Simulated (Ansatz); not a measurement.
## WAu under changes of volume

One of the cells (24.622 Å³/atom); the others are scaled copies at fixed shape and fractional positions:

```
CELL_PARAMETERS angstrom
0.00000 2.90921 2.90921
2.90921 0.00000 2.90921
2.90921 2.90921 0.00000
ATOMIC_POSITIONS crystal
W 0.00000 0.00000 0.00000
Au 0.75000 0.75000 0.75000
```

The cell was built by a generator and needn't be a form met in nature.

| Item | Value |
| --- | --- |
| Program | Ansatz 0.2.0 |
| Functional | PBE |
| Potentials or basis | Ansatz PAW |
| Cutoff | 420 eV (not typed: the program's choice for these potentials) |
| k mesh | 8 × 8 × 8 |
| Occupations | fermi-dirac, width 0.05 eV |
| Spin | no spin polarisation |

```tsv
volume (Å³/atom)	energy over the lowest point (meV/atom)	pressure (GPa)
23.145	39.26	9.1
23.637	16.70	5.7
24.130	3.97	2.7
24.622	0.00	0.0
25.115	3.78	-2.4
25.607	?	?
26.099	31.23	-6.3
```

Q: What does the run at 25.607 Å³/atom give?

A: Energy over the lowest point 14.45 meV/atom; pressure -4.5 GPa.

Worked out: A Birch-Murnaghan fit of order 3 (a polynomial in V^(-2/3)) to the other rows has its minimum at 24.62 Å³/atom with B0 = V·E''(V) = 126 GPa and B' = 4.9. It gives 14.45 meV/atom at 25.607 Å³/atom, against the run's 14.45, and -dE/dV = -4.5 GPa, against -4.5.

Energies are extrapolated to zero smearing.
